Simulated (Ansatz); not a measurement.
# YbS: the cost of one run

All numbers are computed with Ansatz 0.2.0 through its Python package. Level of theory: DFT r2SCAN, plane waves, PAW.

### Step 1. Starting point

Symmetry: Fm-3m, No. 225, cubic system. Conventional cell: a = 5.677 Å, b = 5.677 Å, c = 5.677 Å, α = 90.00°, β = 90.00°, γ = 90.00°. Yb (site symmetry m-3m) is surrounded by 6 S at 2.84 Å. S (site symmetry m-3m) is surrounded by 6 Yb at 2.84 Å.

The script holds or builds the structure itself.

### Step 2. The script

The input, run_bands.py:

```python
"""Bands of YbS along a path through the zone."""

import warnings

import ansatz
import numpy as np

KGRID = (8, 8, 8)
XC = "r2scan"
WIDTH_EV = 0.15
N_EMPTY = 10

warnings.simplefilter("ignore", ansatz.DeckWarning)

crystal = (
    ansatz.Lattice.of((0.0, 2.8385, 2.8385), (2.8385, 0.0, 2.8385), (2.8385, 2.8385, 0.0))
    .atom("Yb", (0.5, 0.5, 0.5))
    .atom("S", (0.0, 0.0, 0.0))
)

# vertices of the path, as fractions of the reciprocal vectors
path = [
    ("K", (0.375, 0.375, 0.75)),
    ("G", (0.0, 0.0, 0.0)),
    ("L", (0.5, 0.5, 0.5)),
    ("W", (0.5, 0.25, 0.75)),
    ("X", (0.5, 0.0, 0.5)),
]
model = (
    crystal.calculation()
    .kpoints(*KGRID)
    .functional(XC)
    .occupations(ansatz.OccupationsMethod.FERMI_DIRAC, width=WIDTH_EV)
    .band_structure([point for _, point in path], intervals=10)
    .scf(extra_bands=N_EMPTY)
)
outcome = model.run(threads=1, pin="off")
data = outcome.report

for key in ("converged", "n_iterations", "n_electrons", "n_kpoints", "n_pw", "n_symmetry_ops", "free_energy_ev", "fermi_energy_ev"):
    print(f"{key:18s} {data[key]}")

for term in (ansatz.EnergyTerm.SMEARING, ansatz.EnergyTerm.DISPERSION):
    print(f"F without {term.name.lower()}: {ansatz.free_energy_without(data, term):.5f} eV")

bands = outcome.band_structure()
fermi = bands.fermi_energy_ev
print(f"zero of the bands: {fermi:.3f} eV, the Fermi level found on the SCF mesh")
for spin, channel in enumerate(bands.channels):
    levels = channel.eigenvalues_ev - fermi
    crossing = [b for b in range(levels.shape[1]) if levels[:, b].min() < 0 < levels[:, b].max()]
    print(f"channel {spin}: bands that cross the Fermi level on this path:", [b + 1 for b in crossing] or "none")
    shown = crossing or sorted(np.argsort(np.abs(levels).min(axis=0))[:2])
    for k, row in zip(bands.kpoints_frac, levels[:, shown]):
        print(f"{k[0]:7.3f} {k[1]:7.3f} {k[2]:7.3f}  ", " ".join(f"{e:8.3f}" for e in row))
```

### Step 3. Running it

Run with:

```sh
> python run_bands.py
```

Q: Estimate wall time and peak memory on 1 thread of Arm Neoverse N1, shared host.

About 12 s, with a peak of 0.47 GiB.
